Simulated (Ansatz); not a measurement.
# AlAsH₄ (triplet): the correlation ladder at a displaced geometry (v1), cc-pVDZ

An exercise on one series of results from a longer session: the logs are not shown, and one member is left open.

The runs use Ansatz 0.2.0, Gaussian basis; cc-pVDZ, core rule «outside noble gas», up to 19 orbitals frozen.

To be run: UHF; CCSD(T) on ROHF; CCSD(T) on UHF; BCCD(T) on ROHF; CISD; CCSDT(Q) on ROHF; CCSDT(Q) on UHF.

25 further runs of the same task are left out: 1 for a known fault of the program, 13 that didn't finish, 11 set aside as unsound or not needed.

**The system**

The geometry is a PBE0/def2-TZVP stationary point (not a proven minimum) with its atoms shifted at random (size 0.040 Å). No spin-orbit coupling is included. The filled d shell of As may be among the frozen orbitals whatever the setting's name suggests; the logs give the count.

6 atoms, charge 0, spin multiplicity 3.

Atoms are counted from 1 here; the program's logs count them from 0.

Bond lengths: Al1–As2 2.593 Å, Al1–H3 1.671 Å, Al1–H4 1.625 Å, As2–H5 1.536 Å, As2–H6 1.560 Å. Angles: As2–Al1–H3 66.7°, As2–Al1–H4 106.0°, H3–Al1–H4 115.9°, Al1–As2–H5 106.4°, Al1–As2–H6 110.4°, H5–As2–H6 90.3°.

The first run:

The input, in.yaml:

```yaml
crystal:
  periodic: [false, false, false]
  atoms:
    - {symbol: Al, position_ang: [0.060064, 0.103610, 1.891308]}
    - {symbol: As, position_ang: [0.017158, -0.052272, -0.697060]}
    - {symbol: H, position_ang: [-1.042578, 1.141573, 1.186001]}
    - {symbol: H, position_ang: [-0.540055, -1.305807, 2.433780]}
    - {symbol: H, position_ang: [0.152702, 1.385414, -1.220943]}
    - {symbol: H, position_ang: [-1.453334, -0.109278, -1.213823]}
basis:
  gaussian: {orbitals: cc-pVDZ}
magnetization: {spin_polarized: true, initial_magnetization: 2}
hamiltonian: {xc: hf}
output: {orbitals: {seedname: orbitals}}
```

Command:

```console
ansatz run in.yaml --threads 1 --pin off --events-out ev --progress --plain --max-ram 2393MiB
```

Steps of the session up to this table: UHF; CCSD(T) on ROHF; CCSD(T) on UHF; BCCD(T) on ROHF; CISD; CCSDT(Q) on ROHF; CCSDT(Q) on UHF.

One of the session's tables, all rows but one given; the rest of the session is left out.

```
   method  from UCCSDT(Q) (meV)
     ROHF               +6034.5
      UHF               +5896.9
     RMP2               +1344.4
     UMP2               +1349.8
     CISD                +697.3
    RCCSD                +197.4
    UCCSD                +192.3
 RCCSD(T)                 +44.0
 UCCSD(T)                 +42.4
  BCCD(T)                 +43.2
   RCCSDT                  +8.9
   UCCSDT                     ?
RCCSDT(Q)                  +2.5
UCCSDT(Q)                     0
```

**Question.** Estimate the row for UCCSDT.

**Answer.** from UCCSDT(Q) (meV): +6.6. In the column «from UCCSDT(Q) (meV)» it lies between RCCSDT(Q) (+2.5) and RCCSDT (+8.9).

Caveats from the session: Restricted and unrestricted rows rest on different reference determinants; where their highest levels disagree by more than a few hundredths of an eV, they describe different states and don't form one ladder.
